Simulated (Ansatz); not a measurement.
Predict the output of the script below (the Python package of Ansatz (0.2.0)).

`fermi_li3zn.py`
```python
"""Area of the Fermi surface of Li3Zn."""

import ansatz as az
from pymatgen.core import Lattice, Structure
from pymatgen.io.ase import AseAtomsAdaptor

params = {
    "functional": "LDA",
    "k_spacing": 0.32,
    "sigma": 0.1,
    "tolerance": 1e-07,
}


def main() -> None:
    pmg_structure = Structure(
        Lattice([(-2.141821, 2.141821, 3.481817), (2.141821, -2.141821, 3.481817), (2.141821, 2.141821, -3.481817)]),
        ["Li", "Li", "Li", "Zn"],
        [
            (0.75, 0.25, 0.5),
            (0.25, 0.75, 0.5),
            (0.5, 0.5, 0.0),
            (0.0, 0.0, 0.0),
        ],
    )
    structure = az.Crystal.from_ase(AseAtomsAdaptor.get_atoms(pmg_structure))

    job = (
        structure.calculation()
        .functional(params["functional"])
        .pseudopotentials("paw")
        .kpoints(spacing=params["k_spacing"])
        .occupations(az.OccupationsMethod.FERMI_DIRAC, width=params["sigma"])
        .scf(tolerance=params["tolerance"])
        .eigenstates(nscf_kmesh=(10, 10, 10), level_slopes=True)
    )
    surface = job.run(threads=1).fermi_surface().to_plain()
    for way, reading in surface.items():
        if reading:
            rho_lambda = [f"{v:.3e}" for v in reading["resistivity_times_mean_free_path_ohm_m2"]]
            print(f"{way:24s} area {reading['spin_summed_area_per_ang2']:8.3f} 1/A^2  rho*lambda (ohm m^2) {rho_lambda}")


if __name__ == "__main__":
    main()
```

```console
$ python fermi_li3zn.py
DeckWarning: basis.ecutwfc = 420 eV, auto-derived from the records' recommended cutoffs: set by Li (normal level)
DeckWarning: scf.convergence.dr2_threshold = 1e-7 eV is looser than 1e-11 eV, the default for `output.eigenstates.de_dk` on PAW and all-electron files: empty levels that such a close leaves unsettled can have slopes far off; leave scf.convergence.dr2_threshold unset, or set it to the tightest value that every SCF of the run reaches
by_tetrahedra            area   33.065 1/A^2  rho*lambda (ohm m^2) ['9.327e-16', '9.327e-16', '9.089e-16']
by_slopes                area   32.008 1/A^2  rho*lambda (ohm m^2) ['9.270e-16', '9.270e-16', '1.017e-15']
on_every_second_point    area   30.789 1/A^2  rho*lambda (ohm m^2) ['1.036e-15', '1.036e-15', '9.164e-16']
```
(Warnings from the package without file and line.)

Reading the output:
- For a metal this k-point mesh is coarse: on a finer one energies can move by several to tens of meV an atom and pressures by half a GPa or more, differences at one mesh by less.
- This cell is a computed structure, which may not be the phase found in nature.
- The three readings differ by the mesh error.
- It ran for 6.9 s on 1 thread of Arm Neoverse V1, on a shared host, peak memory 0.44 GiB.

(Lines on the test bed's own set-up are left out of the output.)
